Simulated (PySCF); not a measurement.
# C16H6: the cost of one run

Programs: PySCF 2.14.0, with routines of our own; each step states its level. All values are computed. Atoms count from 0.

## 1. The starting structure

22 atoms, charge 0, multiplicity 1; geometry from: GFN2-xTB.

## 2. Electronic excitations: TDDFT CAM-B3LYP/STO-3G in cyclohexane

The job: settings as JSON, then the geometry in Å.

```
{"job": {"kind": "uv", "basis": "STO-3G", "grid": 1, "kgrid": 1, "vcut": 0.6, "nstates": 16, "ntriplets": 0, "tda": false, "delta": [], "pop": false, "xc": "CAM-B3LYP", "solvent": "cyclohexane", "scf": {"guess": "huckel"}}, "charge": 0, "multiplicity": 1}
C     -9.402576    -1.023920    -1.950414
C     -8.010035    -0.871837    -1.619468
C     -6.838341    -0.745636    -1.338609
C     -5.538188    -0.603032    -1.030493
C     -4.353764    -0.472025    -0.751858
C     -3.066389    -0.332730    -0.444533
C     -1.878573    -0.205401    -0.158781
C     -0.594720    -0.066695     0.147061
C      0.594630     0.065413     0.429126
C      1.878505     0.205389     0.733840
C      3.066342     0.334409     1.018455
C      4.353873     0.474975     1.325080
C      5.537748     0.604709     1.606395
C      6.837733     0.746077     1.915300
C      8.009687     0.872497     2.194691
C      9.401734     1.025018     2.526789
H     -9.693180    -0.284850    -2.698328
H    -10.017123    -0.884277    -1.059980
H     -9.586013    -2.021690    -2.351468
H      9.642987     2.081708     2.649468
H     10.024052     0.612024     1.731833
H      9.625365     0.501505     3.457377
```

Method: TDDFT CAM-B3LYP/STO-3G, vertical, IEF-PCM cyclohexane (non-equilibrium linear response), core orbitals frozen in the response, virtual orbitals cut by energy.

On the command line:

```sh
OMP_NUM_THREADS=1 python large_run.py task.json out
```

This one command runs all jobs of the session in turn.

**Question.** How long does this first job take on 1 thread of Arm Neoverse V1, shared host, and how much memory does it need?

About 11 s, with a peak of 0.56 GiB.
